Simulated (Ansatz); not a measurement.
# C₃H₄Cl₂F₂Si₂: one species, many methods

One table from this session's results is given with a row withheld; the runs are named, their logs left out.

Computed with Ansatz 0.2.0, Gaussian basis. Level: functionals in def2-TZVPP, the program's frozen cores in correlated methods.

Plan: LDA (SPW92), PBE-D4, revPBE-D4, BLYP-D4, r2SCAN-D4, B97M-V, PBE0-D4, B3LYP-D4, r2SCANh-D4, r2SCAN0-D4, HSE06-D4, BHLYP-D4, CAM-B3LYP-D4, LC-ωPBE, ωB97X-V, ωB97M-V, B2PLYP, PBE-QIDH; CCSD(T)/def2-SVP; CCSD(T)/def2-TZVPP; MP2/def2-QZVPP; extrapolation to the limit; RPA on PBE.

### The geometry

The geometry comes from an earlier relaxation with PBE0-D4 in a triple-zeta def2 set; it is a stationary point, not always the lowest conformer.

13 atoms, charge 0, spin multiplicity 1.

Atoms are counted from 1 here; the program's logs count them from 0.

Bond lengths: C1–Si2 1.850 Å, C1–H10 1.092 Å, C1–H11 1.093 Å, C1–H12 1.092 Å, Si2–Cl3 2.051 Å, Si2–C4 1.834 Å, Si2–H13 1.479 Å, C4–C5 1.213 Å, C5–Si6 1.798 Å, Si6–F7 1.574 Å, Si6–F8 1.573 Å, Si6–Cl9 2.013 Å. Angles: Si2–C1–H10 110.3°, Si2–C1–H11 110.0°, Si2–C1–H12 110.5°, H10–C1–H11 108.7°, H10–C1–H12 108.7°, H11–C1–H12 108.6°, C1–Si2–Cl3 110.5°, C1–Si2–C4 109.9°, C1–Si2–H13 113.0°, Cl3–Si2–C4 107.4°, Cl3–Si2–H13 107.9°, C4–Si2–H13 107.9°, Si2–C4–C5 178.8°, C4–C5–Si6 178.8°, C5–Si6–F7 109.8°, C5–Si6–F8 110.2°, C5–Si6–Cl9 111.4°, F7–Si6–F8 107.4° and more.

The first run:

in.yaml

```yaml
crystal:
  periodic: [false, false, false]
  atoms:
    - {symbol: C, position_ang: [1.944169, -0.768695, -1.599966]}
    - {symbol: Si, position_ang: [0.989246, 0.777410, -1.252125]}
    - {symbol: Cl, position_ang: [-0.090290, 1.340165, -2.902761]}
    - {symbol: C, position_ang: [-0.202332, 0.483616, 0.110082]}
    - {symbol: C, position_ang: [-0.975093, 0.272831, 1.020495]}
    - {symbol: Si, position_ang: [-2.142179, -0.060211, 2.346550]}
    - {symbol: F, position_ang: [-1.383769, -0.664655, 3.586662]}
    - {symbol: F, position_ang: [-2.824530, 1.277329, 2.816950]}
    - {symbol: Cl, position_ang: [-3.569786, -1.352581, 1.760380]}
    - {symbol: H, position_ang: [2.649344, -0.602809, -2.417141]}
    - {symbol: H, position_ang: [2.503870, -1.070951, -0.711221]}
    - {symbol: H, position_ang: [1.270150, -1.580509, -1.879655]}
    - {symbol: H, position_ang: [1.851597, 1.914362, -0.863548]}
basis:
  gaussian: {orbitals: def2-TZVPP}
hamiltonian: {xc: lda}
output: {orbitals: {seedname: orbitals}}
```

Among the steps run: LDA; PBE-D4 (GGA); revPBE-D4 (GGA); BLYP-D4 (GGA); r2SCAN-D4 (meta-GGA); B97M-V (meta-GGA); PBE0-D4 (hybrid); B3LYP-D4 (hybrid); r2SCANh-D4 (hybrid); r2SCAN0-D4 (hybrid); HSE06-D4 (hybrid); BHLYP-D4 (hybrid); CAM-B3LYP-D4 (range-separated); LC-ωPBE (range-separated); ωB97X-V (range-separated); ωB97M-V (range-separated); B2PLYP (double hybrid); PBE-QIDH (double hybrid).

One of the session's tables, all rows but one given; the rest of the session is left out.

It belongs to the step «Frontier levels by functional». 

```
  functional  HOMO (eV)  LUMO (eV)  gap (eV)
 LDA (SPW92)      -7.72      -2.68      5.04
      PBE-D4      -7.57      -2.41      5.17
   revPBE-D4      -7.51      -2.30      5.21
     BLYP-D4      -7.41      -2.21      5.20
   r2SCAN-D4          ?          ?         ?
      B97M-V      -7.90      -2.19      5.71
     PBE0-D4      -8.85      -1.54      7.30
    B3LYP-D4      -8.60      -1.70      6.90
  r2SCANh-D4      -8.34      -1.93      6.42
  r2SCAN0-D4      -9.04      -1.45      7.59
    HSE06-D4      -8.45      -1.92      6.53
    BHLYP-D4      -9.96      -0.49      9.46
CAM-B3LYP-D4     -10.19      -0.40      9.79
     LC-ωPBE     -11.59       0.69     12.28
     ωB97X-V     -11.20       0.63     11.82
     ωB97M-V     -11.04       0.51     11.55
```

Estimate the missing values for r2SCAN-D4.

Worked estimate for «HOMO (eV)». Against the share of exact exchange, r2SCANh-D4 (0.1, -8.34), r2SCAN0-D4 (0.25, -9.04) give a slope of -4.67 per unit share; at 0 the line stands at -7.87.

The run gave: HOMO (eV): -7.87; LUMO (eV): -2.24; gap (eV): 5.63. In «HOMO (eV)» the line misses by 0.00.
